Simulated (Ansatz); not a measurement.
# C: the cost of one run

Program: Ansatz 0.2.0. Level of theory: DFT r2SCAN, scalar-relativistic, plane waves, PAW. These are calculated values, not measurements.

2 further runs of the same task are left out: 2 set aside as unsound or not needed. Runs told in other sessions of the task aren't counted.

## Step 1: The starting structure

Symmetry: Fd-3m, No. 227, cubic system. The conventional cell has a = 3.560 Å, b = 3.560 Å, c = 3.560 Å, α = 90.00°, β = 90.00°, γ = 90.00°. Around C (site symmetry -43m) lie 4 C at 1.54 Å.

Structure file:

```cif
data_structure
_symmetry_space_group_name_H-M 'Fd-3m:1'
_symmetry_Int_Tables_number 227
_cell_length_a 3.5603
_cell_length_b 3.5603
_cell_length_c 3.5603
_cell_angle_alpha 90.000
_cell_angle_beta 90.000
_cell_angle_gamma 90.000
_cell_volume 45.13
loop_
_atom_site_label
_atom_site_type_symbol
_atom_site_symmetry_multiplicity
_atom_site_Wyckoff_symbol
_atom_site_fract_x
_atom_site_fract_y
_atom_site_fract_z
_atom_site_occupancy
C1 C 8 b 0.00000 0.00000 0.50000 1
```

It is built from the cell relaxed beforehand with the same method (5.64 Å³/atom).

## Step 2: Zero of the scan

input.yaml reads:

```yaml
crystal:
  lattice:
    - [0.0, -1.7801417069, -1.7801417069]
    - [-1.7801417069, 0.0, -1.7801417069]
    - [1.7801417069, 1.7801417069, -3.5602834138]
  atoms:
    - { symbol: C, position: [0.75, 0.75, 0.75] }
    - { symbol: C, position: [0.25, 0.25, 0.25] }
    - { symbol: C, position: [0.375, 0.375, 0.875] }
    - { symbol: C, position: [0.875, 0.875, 0.375] }
basis:
  ecutwfc: 500
kpoints:
  mp_grid: { grid: [12, 12, 10] }
hamiltonian:
  xc: r2scan
scf:
  occupations: { method: gaussian, width: 0.05 }
output:
  forces: true
  stress: true
  eigenvalues: true
```

Run with:

```sh
ansatz run input.yaml --threads 2 --pin off --max-ram 5120MiB --backend cpu --events-out ev --progress --plain --runs-dir out
```

**Question.** How long does this run take on 2 threads of Oxide Virtual Turin-like (Zen 5), shared host, and how much memory does it need?

About 5.7 s, with a peak of 0.47 GiB.
